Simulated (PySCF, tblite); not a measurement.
**C₆H₅N: geometry, infrared bands, NMR shifts and spin-spin couplings**

Aim: predict the infrared bands, NMR shifts and spin-spin couplings of C₆H₅N (`C=C=C/C=C/C#N`).

Computed with tblite 0.8.0 and PySCF 2.14.0, with density-fitted response routines of our own, on a single molecule in the gas phase. Atoms count from 0, in the outputs and in this text.

### 1 The molecule as given

12 atoms, charge 0, multiplicity 1; geometry from: force field or distance geometry start.

Bonds of the start (Å): C0–C1 1.28, C1–C2 1.32, C2–C3 1.44, C3–C4 1.35, C4–C5 1.42, C5–N6 1.17, C0–H7 1.09, C0–H8 1.08, C2–H9 1.09, C3–H10 1.08, C4–H11 1.08.

### 2 Geometry optimisation with GFN2-xTB

Job settings and geometry (Å):

```
{"job": {"kind": "relax", "xc": "GFN2-xTB", "basis": "xTB"}, "charge": 0, "multiplicity": 1}
C     -2.773300     0.733200    -0.380200
C     -1.706500     0.094100    -0.072600
C     -0.611500    -0.562700     0.258000
C      0.685700     0.028200     0.053900
C      1.823100    -0.617300     0.384300
C      3.093000    -0.019200     0.173500
N      4.140900     0.466700     0.010700
H     -3.269200     1.380900     0.347400
H     -3.201300     0.648200    -1.372100
H     -0.710800    -1.558600     0.677200
H      0.719000     1.023400    -0.362000
H      1.812200    -1.617600     0.800000
```

On the command line:

```bash
OMP_NUM_THREADS=1 python probes_run.py task.json out
```

This one command runs all jobs of the session in turn.

**Question.** This job is followed by: GFN2-xTB harmonic vibrations, gas phase; GIAO PBE0/pcSseg-1 NMR shielding, non-relativistic, gas phase; B3LYP/pcJ-1 indirect spin-spin coupling, non-relativistic, gas phase. What will the session give for the following? strongest single infrared mode (GFN2-xTB); zero-point energy (GFN2-xTB); 13C shifts against TMS (PBE0/pcSseg-1); 1H shifts against TMS (PBE0/pcSseg-1, means over atoms taken as alike); 15N shifts against NH3 (PBE0/pcSseg-1); surface potential, 1st and 99th percentile; largest coupling of the table (B3LYP/pcJ-1).

The runs gave:

| quantity | value |
| --- | --- |
| strongest single infrared mode (GFN2-xTB) | 2061 cm⁻¹, 355 km/mol |
| zero-point energy (GFN2-xTB) | 53.7 kcal/mol |
| 13C shifts against TMS (PBE0/pcSseg-1) | 229.7, 156.8, 123.4, 103.4, 99.1, 81.2 ppm |
| 1H shifts against TMS (PBE0/pcSseg-1, means over atoms taken as alike) | 7.10, 6.18, 5.40, 5.30 ppm |
| 15N shifts against NH3 (PBE0/pcSseg-1) | 321.2 ppm |
| surface potential, 1st and 99th percentile | -1.87 V and 1.44 V |
| largest coupling of the table (B3LYP/pcJ-1) | 1J(C,H) C0–H7, 177.1 Hz |

What this shows: The optimisation took 27 steps and gained 0.052 eV; among the close pairs (by a distance rule), C5–N6 changed most, from 1.166 to 1.148 Å. All 30 modes are real, so the xTB geometry is a minimum. The strongest single mode, at 2061 cm⁻¹, moves mainly C1. GFN2-xTB is a fitted tight-binding method: band positions and strengths are rough. Its intensities can rank the bands wrongly. C1 (central carbon of an allene) lies farthest downfield among carbon, at 229.7 ppm; the central sp carbon of an allene is among the most deshielded carbons of hydrocarbons. At PBE0/pcSseg-1: The largest span, 432 ppm, is at N6, where the paramagnetic term is -394 ppm. By nearest atom (PBE0/pcSseg-1), the HOMO sits on C1, C4 about 22 % each; N6 15 % and the LUMO on C1, C3, C4 about 20 % each; N6 12 %. In the run at B3LYP/pcJ-1, the largest coupling of the table is C0–H7 (mean over like pairs), 177.1 Hz, of which the Fermi-contact term gives 175.9 Hz. Couplings across rotatable bonds belong to this one conformer; where others are populated, the observed values are averages.
